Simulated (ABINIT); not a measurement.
The system is TaF3.

```
Ta F
1.0
     3.90120    0.00000    0.00000
     0.00000    3.90120    0.00000
     0.00000    0.00000    3.90120
Ta F
1 3
Direct
  0.00000 0.00000 0.00000
  0.00000 0.00000 0.50000
  0.00000 0.50000 0.00000
  0.50000 0.00000 0.00000
```

| Item | Value |
| --- | --- |
| Program | ABINIT 10.8.3 (patched build) |
| Task | relaxation of cell and atoms |
| Functional | PBEsol |
| Potentials or basis | PseudoDojo NC SR PBEsol v0.4.1 standard |
| Cutoff | 1143 eV |
| k mesh | 5 × 5 × 5 |
| Occupations | fermi-dirac, width 0.05 eV |
| Spin | no spin polarisation |

At the start: pressure 19.2 GPa; volume 14.84 Å³/atom.

**Question.** Where does the relaxation end?

**Answer.** Over 5 steps the energy falls by 104.8 meV/atom and the volume is 16.81 Å³/atom (+13.2 %); space group Pm-3m (No. 221, to 0.05 Å).

The path:
```csv
step,energy change (eV),largest force (eV/Å),pressure (GPa),volume (Å³)
1,0.0000,0.0000,19.21,59.37
2,-0.3066,0.0000,8.93,62.93
3,-0.4163,0.0000,1.26,66.52
4,-0.4190,0.0000,0.12,67.16
5,-0.4190,0.0000,0.00,67.23
```

Final structure:
```yaml
crystal:
  lattice:
    - [4.06609, 0.00000, 0.00000]
    - [0.00000, 4.06609, 0.00000]
    - [0.00000, 0.00000, 4.06609]
  atoms:
    - { symbol: Ta, position: [0.00000, 0.00000, 0.00000] }
    - { symbol: F, position: [0.00000, 0.00000, 0.50000] }
    - { symbol: F, position: [0.00000, 0.50000, 0.00000] }
    - { symbol: F, position: [0.50000, 0.00000, 0.00000] }
```

Caveat: the volume moved by +13 % from the deposited cell, more than functionals usually miss.
